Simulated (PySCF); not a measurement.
# H9N3Tm (Tm(NH3)33+): the cost of one run

Program: PySCF 2.14.0. Level of theory: several levels, as the steps say, no spin–orbit coupling. These are calculated values, not measurements.

1 further run of the same task is left out (for a known fault of the program).

### Step 1. The system as given

13 atoms, charge 3, spin multiplicity 1.

Bond lengths: Tm1–N2 2.354 Å, Tm1–N6 2.354 Å, Tm1–N10 2.354 Å, N2–H3 1.039 Å, N2–H4 1.037 Å, N2–H5 1.037 Å, N6–H7 1.039 Å, N6–H8 1.037 Å, N6–H9 1.037 Å, N10–H11 1.039 Å, N10–H12 1.037 Å, N10–H13 1.037 Å. Angles: N2–Tm1–N6 110.6°, N2–Tm1–N10 110.6°, N6–Tm1–N10 110.6°, Tm1–N2–H3 115.1°, Tm1–N2–H4 116.3°, Tm1–N2–H5 115.7°, H3–N2–H4 102.5°, H3–N2–H5 102.5°, H4–N2–H5 102.7°, Tm1–N6–H7 115.1°, Tm1–N6–H8 116.3°, Tm1–N6–H9 115.7°, H7–N6–H8 102.5°, H7–N6–H9 102.5°, H8–N6–H9 102.7°, Tm1–N10–H11 115.1°, Tm1–N10–H12 116.3°, Tm1–N10–H13 115.7° and more.

Geometry (Å):

```xyz
13

Tm    0.0000    0.0000    0.6975
N     2.2346   -0.0011   -0.0430
H     2.9313   -0.3163    0.6598
H     2.4491   -0.6052   -0.8587
H     2.6120    0.9195   -0.3363
N    -1.1164    1.9358   -0.0430
H    -1.1918    2.6967    0.6598
H    -0.7004    2.4236   -0.8587
H    -2.1023    1.8023   -0.3363
N    -1.1183   -1.9347   -0.0430
H    -1.7396   -2.3805    0.6598
H    -1.7487   -1.8184   -0.8587
H    -0.5096   -2.7218   -0.3363
```

Formal oxidation states: Tm +3. Each metal's 12 4f electrons lie in its core potential, so multiplicities, spins and levels count the valence alone. An earlier session relaxed this geometry at PBE0, Tm lcecp-1-SVP with ECP58, N def2-SVP, H def2-SVP (singlet, point group C3).

At PBE0 on the finer grid: E = -207.145215 Eh, HOMO -24.91 eV, LUMO -16.51 eV, Mulliken charge on Tm1 +1.78 e, largest force component 0.012 eV/Å. 

Levels to run: CAM-B3LYP; M06-L. Hardware: 2 threads of Intel Xeon at 2.50GHz (Skylake/Cascade Lake), shared host.

### Step 2. CAM-B3LYP

Contents of run.py (the lines that set the calculation):

```python
mol = gto.M(atom='''
Tm     0.00000     0.00000     0.69748
N      2.23462    -0.00110    -0.04305
H      2.93132    -0.31627     0.65982
H      2.44912    -0.60525    -0.85868
H      2.61197     0.91954    -0.33629
N     -1.11636     1.93579    -0.04305
H     -1.19176     2.69673     0.65982
H     -0.70039     2.42362    -0.85868
H     -2.10233     1.80226    -0.33629
N     -1.11826    -1.93469    -0.04305
H     -1.73956    -2.38046     0.65982
H     -1.74872    -1.81837    -0.85868
H     -0.50964    -2.72181    -0.33629''',
    basis={'Tm': 'lcecp-1-SVP', 'N': 'def2-SVP', 'H': 'def2-SVP'},
    ecp={'Tm': 'lcecp-1-SVP'},
    charge=3, spin=0)
mf = dft.RKS(mol, xc='CAMB3LYP')
mf.grids.atom_grid = (75, 302)  # f atoms: unpruned, at least (60, 302)
mf = mf.density_fit()  # fitting sets: Tm AutoAux, N def2-universal-JKFIT, H def2-universal-JKFIT
mf.conv_tol = 1e-08; mf.max_cycle = 55
mf.kernel(dm0)  # dm0: the density of the relaxed state
```

Started as:

```sh
$ OMP_NUM_THREADS=2 python run.py
```

**Question.** How long does this run take on 2 threads of Intel Xeon at 2.50GHz (Skylake/Cascade Lake), shared host?

About 30 s.
